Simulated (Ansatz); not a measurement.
# W: the cost of one run

Computed with Ansatz 0.2.0 (DFT PBEsol, scalar-relativistic, plane waves, PAW, unless a step's input says otherwise).

The COD cell was measured well above room temperature, so it is larger than a cold one.

### Step 1. The structure to begin with

It takes space group Cmmm (No. 65, orthorhombic). The conventional cell has a = 3.195 Å, b = 4.518 Å, c = 27.036 Å, α = 90.00°, β = 90.00°, γ = 90.00°. Around W (site symmetry mm2) lie 6 W at 2.77 Å. Around W (site symmetry mm2) lie 8 W at 2.77 Å. W (site symmetry mmm) is surrounded by 8 W at 2.77 Å.

As a file:

```
W
1.0
     2.76660    0.00000    0.00000
    -0.92220    2.60838    0.00000
     0.00000    0.00000   27.03569
W
5
Direct
  0.50000 0.50000 0.33289
  0.00000 0.00000 0.41645
  0.50000 0.50000 0.50000
  0.00000 0.00000 0.58355
  0.50000 0.50000 0.66711
```

Slab cut from the bulk at the bulk's listed lattice constants, lower half held.

### Step 2. Relaxing the atoms

input.yaml

```yaml
crystal:
  lattice:
    - [2.76660475, 0.0, 0.0]
    - [-0.92220158, 2.60837998, 0.0]
    - [0.0, 0.0, 27.0356931387]
  atoms:
    - { symbol: W, position: [0.5, 0.5, 0.3328932591] }
    - { symbol: W, position: [0.0, 0.0, 0.4164466295] }
    - { symbol: W, position: [0.5, 0.5, 0.5] }
    - { symbol: W, position: [0.0, 0.0, 0.5835533705] }
    - { symbol: W, position: [0.5, 0.5, 0.6671067409] }
basis:
  ecutwfc: 420.0
  fft_grid_basis: typed
kpoints:
  mp_grid: { grid: [10, 10, 1] }
hamiltonian:
  xc: pbesol
scf:
  occupations: { method: gaussian, width: 0.1 }
output:
  forces: true
  eigenvalues: true
efield:
  axis: 3
  dipole_correction: true
  ramp_width: 0.04
relax:
  adjacent_minimum: "off"
  f_tol: 0.04
  max_steps: 40
  constraints: [{ sites: [0, 1] }]
```

Command:

```console
ansatz run input.yaml --threads 1 --pin off --max-ram 2211MiB --backend cpu --events-out ev --progress --plain --runs-dir out
```

What time and memory should one allow on 1 thread of Intel Xeon Platinum 8375C at 2.90GHz (Ice Lake), shared host?

About 77 s, with a peak of 0.54 GiB.
